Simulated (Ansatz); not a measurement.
# Ge2H6Se: one species, many methods

How much do the methods differ for Ge2H6Se? The plan is to run it at one geometry with functionals of several rungs and with coupled cluster, and see how far each lands from CCSD(T) at the basis-set limit for the atomisation energy.

Computed with Ansatz 0.2.0, Gaussian basis. Level: functionals in def2-TZVPP, the program's frozen cores in correlated methods.

Plan: LDA (SPW92), PBE-D4, revPBE-D4, BLYP-D4, r2SCAN-D4, B97M-V, PBE0-D4, B3LYP-D4, r2SCANh-D4, r2SCAN0-D4, HSE06-D4, BHLYP-D4, CAM-B3LYP-D4, LC-ωPBE, ωB97X-V, ωB97M-V, B2PLYP, PBE-QIDH; CCSD(T)/def2-SVP; CCSD(T)/def2-TZVPP; MP2/def2-QZVPP; extrapolation to the limit; RPA on PBE.

## 1. The geometry

The geometry comes from an earlier relaxation with PBE0-D4 in a triple-zeta def2 set; it is a stationary point, not always the lowest conformer.

SMILES `[GeH3][Se][GeH3]`, 9 atoms, charge 0, spin multiplicity 1.

Atoms are counted from 1 here; the program's logs count them from 0.

Bond lengths: Ge1–Se2 2.354 Å, Ge1–H4 1.537 Å, Ge1–H5 1.534 Å, Ge1–H6 1.537 Å, Se2–Ge3 2.354 Å, Ge3–H7 1.537 Å, Ge3–H8 1.537 Å, Ge3–H9 1.534 Å. Angles: Se2–Ge1–H4 110.0°, Se2–Ge1–H5 106.0°, Se2–Ge1–H6 110.0°, H4–Ge1–H5 110.6°, H4–Ge1–H6 109.5°, H5–Ge1–H6 110.6°, Ge1–Se2–Ge3 95.5°, Se2–Ge3–H7 110.0°, Se2–Ge3–H8 110.0°, Se2–Ge3–H9 106.0°, H7–Ge3–H8 109.5°, H7–Ge3–H9 110.6°, H8–Ge3–H9 110.6°.

## 2. LDA

This LDA is Slater exchange with PW92 correlation.

Contents of in.yaml:

```yaml
crystal:
  periodic: [false, false, false]
  atoms:
    - {symbol: Ge, position_ang: [0.630302, 0.380425, -1.583692]}
    - {symbol: Se, position_ang: [1.468089, -0.592462, 0.388933]}
    - {symbol: Ge, position_ang: [-0.543908, -0.417938, 1.597669]}
    - {symbol: H, position_ang: [-0.530936, -0.462911, -2.134406]}
    - {symbol: H, position_ang: [1.799774, 0.401557, -2.575515]}
    - {symbol: H, position_ang: [0.137791, 1.808079, -1.296866]}
    - {symbol: H, position_ang: [-1.652954, -1.214107, 0.891149]}
    - {symbol: H, position_ang: [-0.962404, 1.056860, 1.710835]}
    - {symbol: H, position_ang: [-0.257254, -1.006003, 2.984692]}
basis:
  gaussian: {orbitals: def2-TZVPP}
hamiltonian: {xc: lda}
output: {orbitals: {seedname: orbitals}}
```

Further steps of the session: PBE-D4 (GGA); revPBE-D4 (GGA); BLYP-D4 (GGA); r2SCAN-D4 (meta-GGA); B97M-V (meta-GGA); PBE0-D4 (hybrid); B3LYP-D4 (hybrid); r2SCANh-D4 (hybrid); r2SCAN0-D4 (hybrid); HSE06-D4 (hybrid); BHLYP-D4 (hybrid); CAM-B3LYP-D4 (range-separated); LC-ωPBE-D4 (range-separated); ωB97X-V (range-separated); ωB97M-V (range-separated); B2PLYP (double hybrid); PBE-QIDH (double hybrid); CCSD(T) in def2-SVP; CCSD(T) in def2-TZVPP; MP2 in def2-QZVPP; RPA on PBE orbitals.

Before running them: what should the planned runs give, taken together? Wanted: atomisation energy, CCSD(T)/CBS; farthest beyond LDA; mean size of error, GGA; mean size of error, meta-GGA; mean size of error, hybrid; mean size of error, range-separated; mean size of error, double hybrid; gap, smallest and largest; T1 diagnostic.

The runs gave:

| quantity | value |
| --- | --- |
| atomisation energy, CCSD(T)/CBS | 2357.5 kJ/mol |
| functionals within 23.6 kJ/mol (1.0 %) | r2SCAN-D4, B97M-V, r2SCANh-D4, ωB97X-V |
| farthest beyond LDA | revPBE-D4 (-98.7 kJ/mol) |
| mean size of error, GGA | 75.9 kJ/mol |
| mean size of error, meta-GGA | 13.4 kJ/mol |
| mean size of error, hybrid | 46.4 kJ/mol |
| mean size of error, range-separated | 41.5 kJ/mol |
| mean size of error, double hybrid | 56.6 kJ/mol |
| gap, smallest and largest | 4.36 eV (LDA (SPW92)), 11.25 eV (LC-ωPBE) |
| T1 diagnostic | 0.0106 |
| triples share of the correlation energy | 3.5 % |

The LDA atomisation energy is off by 271.0 kJ/mol (11 %): it overbinds. PBE-D4 misses by -54.2 kJ/mol. Double hybrids carry the basis error of their MP2 part in triple zeta, and no dispersion term here, so their miss is partly the set-up's. By mean error the best rung here is meta-GGA (13.4 kJ/mol) and the worst beyond LDA is GGA (75.9 kJ/mol). Misses under about 23.6 kJ/mol are within the doubt on the reference itself, which lacks core-valence correlation, relativity and higher excitations, and its outer-core shells are covered unevenly. All levels share the lack of spin-orbit coupling, which lowers the free heavy atoms and so the true binding. Hartree-Fock recovers 72 % of the binding; the rest is correlation. CCSD(T) in def2-SVP is off by -177.0 kJ/mol, more than most functionals: a good method in a small basis is no reference. The gap grows from 4.4 to 11.2 eV across the functionals, mostly with the share of exact exchange. Correlated methods include outer-core shells of Ge, Se, which these sets cover unevenly.
